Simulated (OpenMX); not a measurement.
BiS:

```
Bi S
1.0
     4.00294    0.00000    0.00000
     0.00000    4.00294    0.00000
     0.00000    0.00000    4.00294
Bi S
1 1
Direct
  0.50000 0.50000 0.50000
  0.00000 0.00000 0.00000
```

The cell was built by a generator and needn't be a form met in nature.

Base run:

| Quantity | Value |
| --- | --- |
| Program | OpenMX 3.8.5 |
| Functional | PBE |
| Potentials or basis | OpenMX 2013 PBE set, Bi8.0-s3p2d2f1, S7.0-s2p2d1f1, grid cutoff 500 Ry |
| k mesh | 5 × 5 × 5 |
| Occupations | fermi-dirac, width 0.05 eV |
| Spin | no spin polarisation |

Its results: pressure -10.2 GPa.

Task: The run is repeated on the same cell with these changes: functional from PBE to LDA; potentials or basis from OpenMX 2013 PBE set, Bi8.0-s3p2d2f1, S7.0-s2p2d1f1, grid cutoff 500 Ry to OpenMX 2013 LDA set, Bi8.0-s3p2d2f1, S7.0-s2p2d1f1, grid cutoff 500 Ry. What comes out?

Result: Pressure -13.2 GPa.

Caveats: the basis of atomic orbitals isn't converged, which shifts pressures, moduli and gaps.

Not every run made on this cell is shown here.
